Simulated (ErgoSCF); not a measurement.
# HF/cc-pVDZ run of SiCl4 (silicon tetrachloride)

Aim: the energy change on altering one bond length of SiCl4 (silicon tetrachloride) at HF/cc-pVDZ, from 2 runs. 

The results are computed with ErgoSCF 3.8.

9 further runs of the same task are left out: 5 that didn't finish, 4 set aside as unsound or not needed.

### 1 Starting point

SiCl4: 5 atoms, total charge 0, spin state singlet. As SMILES, `Cl[Si](Cl)(Cl)Cl`. The coordinates come from a PBE0-D4/def2-TZVP relaxation.

Bond lengths: Cl1–Si2 2.021 Å, Si2–Cl3 2.022 Å, Si2–Cl4 2.022 Å, Si2–Cl5 2.021 Å. Angles: Cl1–Si2–Cl3 109.5°, Cl1–Si2–Cl4 109.5°, Cl1–Si2–Cl5 109.5°, Cl3–Si2–Cl4 109.5°, Cl3–Si2–Cl5 109.5°, Cl4–Si2–Cl5 109.5°.

### 2 The energy at HF/cc-pVDZ

The input, job.ego:

```
# single point, Cl4Si
set_nthreads("env")
scf.output_mulliken_pop = 1
tmpdir = "."
scf.use_diagonalization = 1
basis = "cc-pVDZ"
scf.max_number_of_iterations = 120
molecule_inline Angstrom
Cl    -0.962600    -0.087600     1.762300
Si     0.010000    -0.014700    -0.008300
Cl     1.655400    -1.185900     0.078100
Cl    -1.212100    -0.676900    -1.476100
Cl     0.559300     1.891400    -0.397500
EOF
run "HF"
```

The basis set cc-pVDZ is read from a file made from the Basis Set Exchange's data (not shown).

Command:

```
$ ergo job.ego
```

Log (excerpt; [...] marks lines left out):

```text
[...]
INSC SCF_general constructor, number of basis functions: 90
[...]
INSC Energy   1 =      -1295.70084600030
[...]
INDE E_LUMO =          0.13167710138
[...]
INSC Energy  11 =      -2127.14961499288  ( diff     -0.000000000030468 )
[...]
RESC CONVERGED after  11 iterations.
RESC FINAL ENERGY:      -2127.14961499288
[...]
INSC SCF: dipole_moment_x [atomic units] =      -0.00004121
INSC SCF: dipole_moment_y [atomic units] =       0.00014409
INSC SCF: dipole_moment_z [atomic units] =       0.00005682
[...]
```

Wall time 2.5 min (1 thread of Arm Neoverse V2, shared host); peak memory 0.28 GiB.

### 3 The distorted shape at the same level

The input, molecule.xyz:

```xyz
5
Cl4Si
Cl    -1.621766    -2.374939     2.229344
Si    -0.649166    -2.302039     0.458744
Cl     0.996234    -3.473239     0.545144
Cl    -1.871266    -2.964239    -1.009056
Cl     0.559300     1.891400    -0.397500
```

The input, ergo.in:

```
# HF on Cl4Si
set_nthreads(1)
molecule "molecule.xyz"
scf.use_diagonalization = 1
scf.output_mulliken_pop = 1
tmpdir = "."
basis = "cc-pVDZ"
scf.max_number_of_iterations = 120
run "HF"
```

The basis set cc-pVDZ is read from a file made from the Basis Set Exchange's data (not shown).

Command:

```
$ ergo < ergo.in
```

Log (excerpt; [...] marks lines left out):

```text
[...]
INSC SCF_general constructor, number of basis functions: 90
[...]
INSC Energy   1 =      -1292.77002184573
[...]
INDE E_LUMO =         -0.14022220992
[...]
INSC Energy  16 =      -2126.92100209554  ( diff     -0.000000000006366 )
[...]
RESC CONVERGED after  16 iterations.
RESC FINAL ENERGY:      -2126.92100209554
[...]
INSC SCF: dipole_moment_x [atomic units] =      -1.19329623
INSC SCF: dipole_moment_y [atomic units] =      -4.14057412
INSC SCF: dipole_moment_z [atomic units] =       0.84551890
[...]
```

Wall time 2.7 min (1 thread of Arm Neoverse V2, shared host); peak memory 0.27 GiB.

### 4 Summary of results

Level: HF/cc-pVDZ.

```
                                                           quantity           value
                                          first shape: total energy  -2127.14961 Eh
                                         first shape: dipole moment          0.00 D
                                      distorted shape: total energy  -2126.92100 Eh
                                     distorted shape: dipole moment         11.16 D
energy change with the Si2–Cl5 bond stretched from 2.021 to 4.447 Å        6.221 eV
```

One bond (distorted shape) is far stretched, which a spin-restricted single reference describes badly; a broken-symmetry solution may lie lower. With the Si2–Cl5 bond stretched from 2.021 to 4.447 Å the energy rises by 6.22 eV (600 kJ/mol). The first shape isn't relaxed at this level, so the change isn't measured from a minimum. A restricted reference can't describe the breaking bond well at this length. Mulliken charges (distorted shape) run from -0.56 on Cl5 to +0.88 on Si2.
